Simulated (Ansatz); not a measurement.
# C₂H₃AlFN: small, medium and large basis sets

An exercise on one series of results from a longer session: the logs are not shown, and one member is left open.

Method: one geometry, several basis sets; program: Ansatz 0.2.0, Gaussian basis.

The runs, in order: PBE0-D4/def2-SVP; ωB97M-V/def2-SVP; PBE0-D4/def2-QZVPP; ωB97M-V/def2-QZVPP; the functionals' def2-TZVPP values are taken from earlier runs.

## The geometry

An earlier PBE0-D4 in a triple-zeta def2 set relaxation fixed the geometry.

SMILES `[CH3][Al]([F])[C]#N`, 8 atoms, charge 0, spin multiplicity 1.

Atoms are counted from 1 here; the program's logs count them from 0.

Bond lengths: C1–Al2 1.922 Å, C1–H6 1.094 Å, C1–H7 1.094 Å, C1–H8 1.092 Å, Al2–F3 1.642 Å, Al2–C4 1.932 Å, C4–N5 1.153 Å. Angles: Al2–C1–H6 110.8°, Al2–C1–H7 110.8°, Al2–C1–H8 111.7°, H6–C1–H7 106.8°, H6–C1–H8 108.2°, H7–C1–H8 108.2°, C1–Al2–F3 122.9°, C1–Al2–C4 123.0°, F3–Al2–C4 114.1°, Al2–C4–N5 177.1°.

Set-up of the first run:

The input, in.yaml:

```yaml
crystal:
  periodic: [false, false, false]
  atoms:
    - {symbol: C, position_ang: [-0.796207, -0.780246, 0.685806]}
    - {symbol: Al, position_ang: [0.733690, 0.022203, -0.157103]}
    - {symbol: F, position_ang: [2.249448, -0.595540, -0.030227]}
    - {symbol: C, position_ang: [0.623884, 1.626018, -1.228296]}
    - {symbol: N, position_ang: [0.500004, 2.584860, -1.857392]}
    - {symbol: H, position_ang: [-0.942012, -1.805210, 0.332646]}
    - {symbol: H, position_ang: [-0.659193, -0.835529, 1.769607]}
    - {symbol: H, position_ang: [-1.709626, -0.216546, 0.484958]}
basis:
  gaussian: {orbitals: def2-SVP}
hamiltonian: {xc: pbe0, dispersion: d4}
output: {orbitals: {seedname: orbitals}}
```

Steps of the session up to this table: PBE0-D4 in def2-SVP; ωB97M-V in def2-SVP; PBE0-D4 in def2-QZVPP; ωB97M-V in def2-QZVPP.

One table of the session follows, with a row left open; its other results are not shown here.

It belongs to the step «Functionals by basis». 

```
functional       basis  HOMO (eV)  LUMO (eV)
   PBE0-D4    def2-SVP      -9.37      -1.69
   PBE0-D4  def2-TZVPP      -9.45      -1.82
   PBE0-D4  def2-QZVPP      -9.46      -1.85
   ωB97M-V    def2-SVP     -11.64       0.16
   ωB97M-V  def2-TZVPP          ?          ?
   ωB97M-V  def2-QZVPP     -11.75      -0.16
```

Estimate the missing values for ωB97M-V, def2-TZVPP.

The run gave: HOMO (eV): -11.74; LUMO (eV): -0.06. In the column «HOMO (eV)» it lies between ωB97M-V, def2-QZVPP (-11.75) and ωB97M-V, def2-SVP (-11.64).
